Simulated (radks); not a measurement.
# Ba²⁺ in [Xe]: an all-electron calculation

The task here is to estimate one member of a computed series from the others.

Method: scalar-relativistic Kohn-Sham, LDA (Slater exchange, Perdew-Wang correlation), spin-polarised, spherical densities, finite nucleus. Code: radks (a radial shooting solver on a logarithmic mesh, Libxc functionals) version 1.

## Starting point

```
element            : barium (Z = 56)
charge             : +2
electrons          : 54
configuration      : [Xe]
nuclear rms radius : 4.8378 fm
```

The outer shells:

Ba²⁺
```
[Kr] core
4d [↑↓][↑↓][↑↓][↑↓][↑↓]
5s [↑↓]
5p [↑↓][↑↓][↑↓]
```

Set-up of the first run:

Settings of this run:

```text
Z 56
configuration [Xe]
relativity scalar-relativistic
functional lda,pw
spin polarised
nucleus finite rms 4.8378 fm
c 137.035999084
```

Among the steps run: Self-consistent calculation.

One table of the session follows, with a row left open; its other results are not shown here.

It belongs to the step «Shells». From the orbitals of this run (lengths in bohr):

| level | <r> | outermost maximum (interpolated) | 90 % within | nodes |
| --- | --- | --- | --- | --- |
| 1s | ? | ? | ? | ? |
| 2s | 0.1098 | 0.0930 | 0.170 | 1 |
| 2p | 0.09622 | 0.0746 | 0.157 | 0 |
| 3s | 0.2924 | 0.267 | 0.429 | 2 |
| 3p | 0.2903 | 0.261 | 0.435 | 1 |
| 3d | 0.2667 | 0.215 | 0.418 | 0 |
| 4s | 0.6742 | 0.625 | 0.970 | 3 |
| 4p | 0.7159 | 0.654 | 1.04 | 2 |
| 4d | 0.8008 | 0.695 | 1.21 | 1 |
| 5s | 1.628 | 1.47 | 2.34 | 4 |
| 5p | 1.892 | 1.66 | 2.76 | 3 |

Estimate the missing values for 1s.

The run gave: <r>: 0.02560; outermost maximum (interpolated): 0.0164; 90 % within: 0.0461; nodes: 0. In the column «<r>» it is the lowest.
